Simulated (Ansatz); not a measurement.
# CHBGa (quartet): the correlation ladder at a displaced geometry (v2), cc-pVDZ

How much of the correlation energy of CHBGa (quartet) does each wave-function method recover here?

The runs use Ansatz 0.2.0, Gaussian basis; cc-pVDZ, core rule «outside noble gas», up to 16 orbitals frozen.

To be run: UHF; CCSD(T) on ROHF; CCSD(T) on UHF; BCCD(T) on ROHF; CISD; CCSDT(Q) on ROHF; CCSDT(Q) on UHF.

25 further runs of the same task are left out: 2 for a known fault of the program, 13 that didn't finish, 10 set aside as unsound or not needed.

**1. The system**

The geometry is a PBE0/def2-TZVP stationary point (not a proven minimum) with its atoms shifted at random (size 0.100 Å). No spin-orbit coupling is included. The filled d shell of Ga may be among the frozen orbitals whatever the setting's name suggests; the logs give the count.

4 atoms, charge 0, spin multiplicity 4.

Atoms are counted from 1 here; the program's logs count them from 0.

Bond lengths: B1–C2 1.427 Å, B1–Ga3 2.277 Å, C2–Ga3 1.941 Å, C2–H4 1.018 Å. Angles: C2–B1–Ga3 57.9°, B1–C2–Ga3 83.6°, B1–C2–H4 140.4°, Ga3–C2–H4 131.5°, B1–Ga3–C2 38.5°.

**2. UHF**

The input, in.yaml:

```yaml
crystal:
  periodic: [false, false, false]
  atoms:
    - {symbol: B, position_ang: [0.086997, -0.824570, 1.609650]}
    - {symbol: C, position_ang: [-0.077878, 0.568737, 1.348850]}
    - {symbol: Ga, position_ang: [-0.001257, 0.008588, -0.507782]}
    - {symbol: H, position_ang: [0.081851, 1.473008, 1.787323]}
basis:
  gaussian: {orbitals: cc-pVDZ}
magnetization: {spin_polarized: true, initial_magnetization: 3}
hamiltonian: {xc: hf}
output: {orbitals: {seedname: orbitals}}
```

On the command line:

```
ansatz run in.yaml --threads 1 --pin off --events-out ev --progress --plain --max-ram 2393MiB
```

The runs that follow: CCSD(T) on ROHF; CCSD(T) on UHF; BCCD(T) on ROHF; CISD; CCSDT(Q) on ROHF; CCSDT(Q) on UHF.

Q: Predict the results of all the runs planned. Wanted: UCCSDT(Q) below the RHF energy; RMP2 from UCCSDT(Q); UMP2 from UCCSDT(Q); RCCSD from UCCSDT(Q); RCCSD(T) from UCCSDT(Q); UCCSD(T) from UCCSDT(Q); RCCSDT(Q) from UCCSDT(Q); T1 diagnostic.

The runs gave:

| quantity | value |
| --- | --- |
| UCCSDT(Q) below the RHF energy | -7.2580 eV |
| RMP2 from UCCSDT(Q) | +1017.0 meV |
| UMP2 from UCCSDT(Q) | +1063.2 meV |
| RCCSD from UCCSDT(Q) | +452.2 meV |
| RCCSD(T) from UCCSDT(Q) | +79.9 meV |
| UCCSD(T) from UCCSDT(Q) | +74.0 meV |
| RCCSDT(Q) from UCCSDT(Q) | +13.8 meV |
| levels within 1 kcal/mol (43 meV) | UCCSDT, RCCSDT(Q) |
| T1 diagnostic | 0.032 |

**Reading.** RCCSD(T) misses by +79.9 meV, 1.1 % of the correlation energy. These misses are within one basis, not against nature; the frozen cores of restricted and unrestricted runs differ, which can shift their rows.
